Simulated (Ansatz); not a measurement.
# CoH: the cost of one run

Program: Ansatz 0.2.0, Gaussian basis. Level of theory: def2-QZVPP, core rule «outside noble gas», up to 9 orbitals frozen. These are calculated values, not measurements.

The runs, in order: UHF; ROHF; CCSD(T) on UHF.

2 further runs of the same task are left out: 2 set aside as unsound or not needed.

**1. The system**

The geometry is a PBE0/def2-TZVP stationary point (not a proven minimum) of the parent state, kept for this charge and spin.

2 atoms, charge 1, spin multiplicity 4.

Atoms are counted from 1 here; the program's logs count them from 0.

Bond lengths: Co1–H2 1.524 Å.

**2. UHF**

Input file in.yaml:

```yaml
crystal:
  periodic: [false, false, false]
  atoms:
    - {symbol: Co, position_ang: [0.000000, 0.000000, 0.000000]}
    - {symbol: H, position_ang: [0.000000, 0.000000, 1.524200]}
basis:
  gaussian: {orbitals: "def2-QZVPP.json"}
total_charge: 1
magnetization: {spin_polarized: true, initial_magnetization: 3}
hamiltonian: {xc: hf}
output: {orbitals: {seedname: orbitals}}
```

On the command line:

```
$ ansatz run in.yaml --threads 1 --pin off --events-out ev --progress --plain --max-ram 4096MiB --backend cpu
```

Q: Estimate wall time and peak memory on 1 thread of AMD EPYC 7R13, shared host.

About 14 s, with a peak of 0.29 GiB.
